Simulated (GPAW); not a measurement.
PtSe in GPAW: convergence with smearing width (eV)

Input of the first run (smearing width (eV) 0.5); the others differ in this setting and in those tied to it:

The input run.py:

```python
from ase import Atoms
from ase.dft.bandgap import bandgap
from ase.io import write
from ase.units import GPa
from gpaw import GPAW, PW

atoms = Atoms(['Pt', 'Se'],
              cell=[[3.7018703299, 0.0, 0.0],
                    [-1.850935165, 3.2059137472, 0.0],
                    [0.0, 0.0, 3.61284203]],
              scaled_positions=[[0.0, 0.0, 0.0],
                                [0.6666666667, 0.3333333333, 0.5]],
              pbc=True)

calc = GPAW(mode=PW(600),
            xc='LDA',
            kpts={'size': (6, 6, 6), 'gamma': True},
            occupations={'name': 'methfessel-paxton', 'order': 0, 'width': 0.5},
            nbands=22,
            convergence={'density': 1e-05, 'energy': 1e-05},
            maxiter=100,
            txt='gpaw.txt')
atoms.calc = calc
energy = atoms.get_potential_energy()
forces = atoms.get_forces()
stress = atoms.get_stress()
calc.write('gs.gpw')
write('result.traj', atoms)
print(f'Energy: {energy:.6f} eV')
print('Forces (eV/A):')
print(forces.round(4))
print('Stress (GPa):', (stress / GPa).round(3))
print('Fermi level:', round(calc.get_fermi_level(), 4), 'eV')
print(f'Gap: {bandgap(calc)[0]:.4f} eV, direct: {bandgap(calc, direct=True)[0]:.4f} eV')
```

Potentials or basis: the program's PAW data sets (release 1.2.1) made for this functional, pw.

Launch:

```bash
$ OMP_NUM_THREADS=1 python run.py
```

The cell comes from a database or a generator and needn't be the stable form of this composition.

Hardware: 1 thread of Arm Neoverse V2, on a shared host.

Task: The values tried are 0.5, 0.3, 0.2, 0.15, 0.1, 0.05, 0.025, 0.01, loosest first. From which on does the energy stay within 1 meV/atom of the tightest run that finished?

Result: From 0.2 on.

| smearing width (eV) | energy less the tightest run, at zero smearing (meV/atom) | pressure (GPa) | SCF cycles | CPU time (s) | peak memory (GiB) |
| --- | --- | --- | --- | --- | --- |
| 0.5 | 1.25 | -18.07 | 10 | 15 | 0.15 |
| 0.3 | -1.35 | -18.34 | 10 | 15 | 0.15 |
| 0.2 | -0.98 | -18.37 | 10 | 15 | 0.15 |
| 0.15 | -0.77 | -18.37 | 10 | 15 | 0.15 |
| 0.1 | -0.54 | -18.35 | 10 | 15 | 0.15 |
| 0.05 | -0.18 | -18.33 | 10 | 15 | 0.15 |
| 0.025 | -0.05 | -18.32 | 10 | 15 | 0.15 |
| 0.01 | 0.00 | -18.33 | 10 | 15 | 0.15 |

Against the tightest run, the pressure stays within 0.1 GPa from 0.3 on. Narrower smearing needs a denser k mesh, so at a fixed mesh the narrowest width isn't the most accurate. The tightest run that finished is the yardstick and may itself not be fully converged.

Caveat, for the tightest run too: so large a pressure means that the cell lies far from this level's equilibrium, or that cutoff or potentials fall short. Spin-orbit coupling is left out, which matters for the levels of Pt.
